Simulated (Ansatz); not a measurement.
# ClFH5NSi2: up Jacob's ladder to CCSD(T)

Aim: compute ClFH5NSi2 with functionals from several rungs and with coupled cluster. The yardstick is the atomisation energy at the CCSD(T) limit.

Program: Ansatz 0.2.0, Gaussian basis. Level of theory: functionals in def2-TZVPP, the program's frozen cores in correlated methods. These are calculated values, not measurements.

The runs, in order: PBE-D4, r2SCAN-D4, PBE0-D4, B3LYP-D4, ωB97X-V, ωB97M-V, B2PLYP; CCSD(T)/def2-TZVPP; MP2/def2-QZVPP; extrapolation to the limit.

## (1) The relaxed structure

All runs share one geometry, relaxed beforehand with PBE0-D4 in a triple-zeta def2 set.

10 atoms, charge 0, spin multiplicity 1.

Atoms are counted from 1 here; the program's logs count them from 0.

Bond lengths: F1–Si2 1.599 Å, Si2–N3 1.713 Å, Si2–H6 1.479 Å, Si2–H7 1.478 Å, N3–Si4 1.715 Å, N3–H8 1.011 Å, Si4–Cl5 2.059 Å, Si4–H9 1.477 Å, Si4–H10 1.479 Å. Angles: F1–Si2–N3 111.6°, F1–Si2–H6 106.1°, F1–Si2–H7 107.2°, N3–Si2–H6 109.9°, N3–Si2–H7 108.2°, H6–Si2–H7 113.9°, Si2–N3–Si4 127.4°, Si2–N3–H8 116.4°, Si4–N3–H8 116.2°, N3–Si4–Cl5 112.2°, N3–Si4–H9 107.8°, N3–Si4–H10 110.6°, Cl5–Si4–H9 107.6°, Cl5–Si4–H10 105.9°, H9–Si4–H10 112.9°.

Geometry (Å):

```xyz
10
charge 0, multiplicity 1
F     0.2593   -2.4350   -1.0419
Si   -0.5217   -1.4726   -0.0318
N     0.4442   -0.1407    0.4439
Si    0.4129    1.4503   -0.1961
Cl   -0.6137    2.7570    1.0198
H    -0.8548   -2.3002    1.1476
H    -1.7038   -0.9514   -0.7493
H     1.0861   -0.3011    1.2086
H    -0.2924    1.4006   -1.4933
H     1.7837    1.9930   -0.3075
```

## (2) PBE-D4 (GGA)

in.yaml

```yaml
crystal:
  periodic: [false, false, false]
  atoms:
    - {symbol: F, position_ang: [0.259322, -2.435000, -1.041857]}
    - {symbol: Si, position_ang: [-0.521663, -1.472606, -0.031766]}
    - {symbol: N, position_ang: [0.444239, -0.140673, 0.443898]}
    - {symbol: Si, position_ang: [0.412899, 1.450277, -0.196131]}
    - {symbol: Cl, position_ang: [-0.613659, 2.757039, 1.019758]}
    - {symbol: H, position_ang: [-0.854793, -2.300200, 1.147619]}
    - {symbol: H, position_ang: [-1.703787, -0.951365, -0.749286]}
    - {symbol: H, position_ang: [1.086148, -0.301056, 1.208581]}
    - {symbol: H, position_ang: [-0.292412, 1.400607, -1.493346]}
    - {symbol: H, position_ang: [1.783706, 1.992987, -0.307460]}
basis:
  gaussian: {orbitals: def2-TZVPP}
hamiltonian: {xc: pbe, dispersion: d4}
output: {forces: true, orbitals: {seedname: orbitals}}
```

Command:

```sh
> ansatz run in.yaml --threads 2 --pin off --events-out ev --progress --plain --max-ram 22528MiB --backend cpu
```

After this run come: r2SCAN-D4 (meta-GGA); PBE0-D4 (hybrid); B3LYP-D4 (hybrid); ωB97X-V (range-separated); ωB97M-V (range-separated); B2PLYP (double hybrid); CCSD(T) in def2-TZVPP; MP2 in def2-QZVPP.

**Question.** What will the summary of the whole plan be? Wanted: atomisation energy, CCSD(T)/CBS; farthest; mean size of error, hybrid; mean size of error, range-separated; gap, smallest and largest; T1 diagnostic; triples share of the correlation energy.

**Answer**, as computed:

```
                               quantity                                 value
        atomisation energy, CCSD(T)/CBS                             35.868 eV
    functionals within 0.179 eV (0.5 %)                      ωB97X-V, ωB97M-V
                               farthest                    B2PLYP (-0.622 eV)
             mean size of error, hybrid                              0.453 eV
    mean size of error, range-separated                              0.061 eV
              gap, smallest and largest  6.42 eV (PBE-D4), 13.06 eV (ωB97X-V)
                          T1 diagnostic                                0.0107
triples share of the correlation energy                                 3.4 %
```

What this shows: PBE-D4 misses by -0.195 eV. Double hybrids carry the basis error of their MP2 part in triple zeta, and no dispersion term here, so their miss is partly the set-up's. Misses under about 0.179 eV are within the doubt on the reference itself, which lacks core-valence correlation, relativity and higher excitations. Hartree-Fock recovers 74 % of the binding; the rest is correlation. The gap grows from 6.4 to 13.1 eV across the functionals, mostly with the share of exact exchange.
